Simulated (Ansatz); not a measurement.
# Li3SbO2: the cost of one run

Method: DFT PBE, scalar-relativistic, plane waves, PAW, in Ansatz 0.2.0.

### Step 1. The starting structure

Symmetry: P-6m2, No. 187, hexagonal system. The conventional cell has a = 2.728 Å, b = 2.728 Å, c = 7.808 Å, α = 90.00°, β = 90.00°, γ = 120.00°. Li (site symmetry 3m) has 3 O at 1.83 Å as nearest neighbours. Li (site symmetry -6m2) has 6 O at 1.83 Å as nearest neighbours. Around Sb (site symmetry -6m2) lie 6 Li at 2.57 Å and 6 Sb at 2.73 Å. O (site symmetry 3m) is surrounded by 6 Li at 1.83 Å and 1 O at 1.87 Å.

Coordinates:

```
Li Sb O
1.0
     2.72823    0.00000    0.00000
    -1.36411    2.36271    0.00000
     0.00000    0.00000    7.80765
Li Sb O
3 1 2
Direct
  0.66667 0.33333 0.26057
  0.33333 0.66667 0.50000
  0.66667 0.33333 0.73943
  0.00000 0.00000 0.00000
  0.00000 0.00000 0.38029
  0.00000 0.00000 0.61971
```

Recipe of the guess: close-packed anion layers stacked AAA|A, with sites between them filled layer by layer (P-6m2, No. 187). Its size is a rough estimate.

### Step 2. The guess as it stands, on a coarse mesh

input.yaml reads:

```yaml
crystal:
  lattice:
    - [2.72822573, 0.0, 0.0]
    - [-1.36411286, 2.36271279, 0.0]
    - [0.0, 0.0, 7.80764637]
  atoms:
    - { symbol: Li, position: [0.66666667, 0.33333333, 0.26057106] }
    - { symbol: Li, position: [0.33333333, 0.66666667, 0.5] }
    - { symbol: Li, position: [0.66666667, 0.33333333, 0.73942894] }
    - { symbol: Sb, position: [0.0, 0.0, 0.0] }
    - { symbol: O, position: [0.0, 0.0, 0.38028553] }
    - { symbol: O, position: [0.0, 0.0, 0.61971447] }
basis:
  ecutwfc: 420
kpoints:
  mp_grid: { grid: [9, 9, 2] }
hamiltonian:
  xc: pbe
scf:
  occupations: { method: gaussian, width: 0.1 }
  lower_state_search: "off"
output:
  forces: true
  stress: true
  eigenvalues: true
```

The run is started by

```
> ansatz run input.yaml --threads 1 --pin off --max-ram 2048MiB --backend cpu --events-out ev --progress --plain --runs-dir out
```

**Question.** How long does this run take on 1 thread of Intel Xeon Platinum 8375C at 2.90GHz (Ice Lake), shared host, and how much memory does it need?

About 3.1 s, with a peak of 0.41 GiB.
